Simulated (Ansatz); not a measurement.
# CH4Cl2OSn: how energies converge with the basis set

An exercise on one series of results from a longer session: the logs are not shown, and one member is left open.

Computed with Ansatz 0.2.0, Gaussian basis. Level: one geometry, several basis sets.

Plan: PBE0-D4/def2-SVP; ωB97M-V/def2-SVP; PBE0-D4/def2-QZVPP; ωB97M-V/def2-QZVPP; the functionals' def2-TZVPP values are taken from earlier runs.

### Structure used throughout

The geometry comes from an earlier relaxation with PBE0-D4 in a triple-zeta def2 set; it is a stationary point, not always the lowest conformer. Sn takes the def2 core potential; no spin-orbit term is included.

SMILES `C[O][SnH]([Cl])[Cl]`, 9 atoms, charge 0, spin multiplicity 1.

Atoms are counted from 1 here; the program's logs count them from 0.

Bond lengths: C1–O2 1.414 Å, C1–H6 1.096 Å, C1–H7 1.092 Å, C1–H8 1.096 Å, O2–Sn3 1.935 Å, Sn3–Cl4 2.312 Å, Sn3–Cl5 2.312 Å, Sn3–H9 1.688 Å. Angles: O2–C1–H6 112.0°, O2–C1–H7 107.4°, O2–C1–H8 111.9°, H6–C1–H7 108.4°, H6–C1–H8 108.7°, H7–C1–H8 108.4°, C1–O2–Sn3 120.8°, O2–Sn3–Cl4 107.7°, O2–Sn3–Cl5 107.7°, O2–Sn3–H9 109.9°, Cl4–Sn3–Cl5 106.1°, Cl4–Sn3–H9 112.6°, Cl5–Sn3–H9 112.6°.

Geometry (Å):

```xyz
9

C    -0.6880    0.1225    1.3092
O     0.6218    0.1675    0.7779
Sn    0.9336   -0.0819   -1.1157
Cl    0.0441   -2.1315   -1.7099
Cl   -0.3066    1.5072   -2.2480
H    -1.1650   -0.8496    1.1413
H    -0.6091    0.2855    2.3863
H    -1.3278    0.9056    0.8874
H     2.5855    0.0284   -1.4456
```

Set-up of the first run:

File in.yaml:

```yaml
crystal:
  periodic: [false, false, false]
  atoms:
    - {symbol: C, position_ang: [-0.687958, 0.122500, 1.309178]}
    - {symbol: O, position_ang: [0.621761, 0.167521, 0.777869]}
    - {symbol: Sn, position_ang: [0.933628, -0.081887, -1.115696]}
    - {symbol: Cl, position_ang: [0.044106, -2.131512, -1.709879]}
    - {symbol: Cl, position_ang: [-0.306569, 1.507173, -2.248024]}
    - {symbol: H, position_ang: [-1.164971, -0.849603, 1.141340]}
    - {symbol: H, position_ang: [-0.609120, 0.285506, 2.386315]}
    - {symbol: H, position_ang: [-1.327818, 0.905634, 0.887402]}
    - {symbol: H, position_ang: [2.585541, 0.028369, -1.445603]}
basis:
  gaussian: {orbitals: def2-SVP}
hamiltonian: {xc: pbe0, dispersion: d4}
output: {orbitals: {seedname: orbitals}}
```

Among the steps run: PBE0-D4 in def2-SVP; ωB97M-V in def2-SVP; PBE0-D4 in def2-QZVPP; ωB97M-V in def2-QZVPP.

One of the session's tables, all rows but one given; the rest of the session is left out.

It belongs to the step «Functionals by basis». 

```
functional       basis  HOMO (eV)  LUMO (eV)
   PBE0-D4    def2-SVP          ?          ?
   PBE0-D4  def2-TZVPP      -8.39      -1.75
   PBE0-D4  def2-QZVPP      -8.42      -1.80
   ωB97M-V    def2-SVP     -10.61       0.59
   ωB97M-V  def2-TZVPP     -10.79       0.28
   ωB97M-V  def2-QZVPP     -10.83       0.15
```

Estimate the missing values for PBE0-D4, def2-SVP.

**Answer.** HOMO (eV): -8.25; LUMO (eV): -1.56. In the column «HOMO (eV)» it is the highest.
